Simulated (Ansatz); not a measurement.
# CH6BFGe: the cost of one run

Program: the Python package of Ansatz 0.2.0. Level of theory: r2SCAN/def2-SVP. These are calculated values, not measurements.

### 1 The structure

Bond lengths: F1–C2 1.378 Å, C2–B3 1.556 Å, B3–Ge4 2.035 Å, C2–H5 1.122 Å, C2–H6 1.119 Å, B3–H7 1.220 Å, Ge4–H8 1.567 Å, Ge4–H9 1.609 Å, Ge4–H10 1.488 Å. Angles (14 of 15 angles, heavy atoms first): F1–C2–B3 106.5°, C2–B3–Ge4 122.9°, F1–C2–H5 110.3°, F1–C2–H6 111.7°, B3–C2–H5 109.2°, B3–C2–H6 109.9°, C2–B3–H7 122.2°, Ge4–B3–H7 114.8°, B3–Ge4–H8 106.4°, B3–Ge4–H9 108.9°, B3–Ge4–H10 114.0°, H5–C2–H6 109.3°, H8–Ge4–H9 106.8°, H8–Ge4–H10 109.6°.

The script holds or builds the structure itself.

### 2 The code

Input file ch6bfge_tae.py:

```python
from collections import Counter
import logging
import sys

import ansatz as az

logging.basicConfig(stream=sys.stdout, format="%(levelname)s:%(name)s:%(message)s")
log = logging.getLogger("run")
log.setLevel(logging.INFO)


def energy(molecule, charge=0, unpaired=0):
    calc = (
        molecule.calculation()
        .basis(gaussian="def2-SVP")
        .functional("r2scan")
    )
    if charge:
        calc = calc.charge(charge)
    if unpaired:
        calc = calc.spin("collinear", total=unpaired)
    return calc.run(threads=1).report["free_energy_ev"]


def main() -> None:
    geometry_ang = [
        ("F", (-1.789, -0.2075, -1.1176)),
        ("C", (-0.9246, 0.8499, -0.9342)),
        ("B", (0.4541, 0.2334, -0.5605)),
        ("Ge", (0.7533, -0.8701, 1.1234)),
        ("H", (-0.8206, 1.4371, -1.8845)),
        ("H", (-1.2716, 1.5302, -0.116)),
        ("H", (1.4567, 0.4319, -1.226)),
        ("H", (-0.2161, -2.0972, 1.0261)),
        ("H", (0.2891, -0.0094, 2.4007)),
        ("H", (2.1517, -1.3494, 1.2917)),
    ]
    mol = az.Crystal.molecule()
    for symbol, xyz in geometry_ang:
        mol = mol.atom(symbol, xyz)

    unpaired = {"F": 1, "C": 2, "B": 1, "Ge": 2, "H": 1}
    counts = Counter(site.symbol for site in mol.cartesian_sites)
    atom_energy = {s: energy(az.Crystal.molecule().atom(s, (0, 0, 0)), 0, unpaired[s]) for s in counts}
    whole = energy(mol, 0, 0)
    for s, e in atom_energy.items():
        log.info(f"{s:2s} x{counts[s]}  {e:14.5f} eV")
    log.info(f"CH6BFGe: {whole:.5f} eV")
    split = sum(counts[s] * e for s, e in atom_energy.items()) - whole
    log.info(f"atomisation energy (no zero-point term): {split:.3f} eV, {split / sum(counts.values()):.3f} eV an atom")


if __name__ == "__main__":
    main()
```

### 3 The input behind the calls

The engine receives this input (first run):

```yaml
crystal:
  periodic: [false, false, false]
  atoms:
    - { symbol: F, position_ang: [0.0, 0.0, 0.0] }
basis:
  gaussian:
    orbitals: def2-SVP
hamiltonian:
  xc: r2scan
magnetization:
  spin_polarized: true
  initial_magnetization: 1.0
```

### 4 Launch

The run is started by

```
> python ch6bfge_tae.py
```

Q: Estimate wall time and peak memory on 1 thread of Arm Neoverse V1, shared host.

About 12 s, with a peak of 0.21 GiB.
